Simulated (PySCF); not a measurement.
# GeH4: the cost of one run

Computed with PySCF 2.14.0 and routines of our own; the level stands in each step. Atoms count from 0.

## 1. The system as given

5 atoms, charge 0, multiplicity 1; geometry from: GFN2-xTB.

## 2. Relaxing the molecule at PBE0-D3(BJ)/def2-SVP

Job settings and geometry (Å):

```
{"job": {"xc": "PBE0", "basis": "def2-SVP", "d3": "d3bj", "grid": 1, "kind": "geom"}, "charge": 0, "multiplicity": 1}
Ge     0.001930     0.000896    -0.003615
H     -0.596829    -0.852020    -1.058228
H      0.553671    -0.858060     1.071360
H     -1.040422     0.891523     0.560996
H      1.090272     0.820514    -0.587699
```

Run with:

```console
$ OMP_NUM_THREADS=1 python excited_run.py task.json out
```

This one command runs all jobs of the session in turn.

**Question.** How long does this first job take on 1 thread of Arm Neoverse V1, shared host, and how much memory does it need?

About 2.5 s, with a peak of 0.29 GiB.
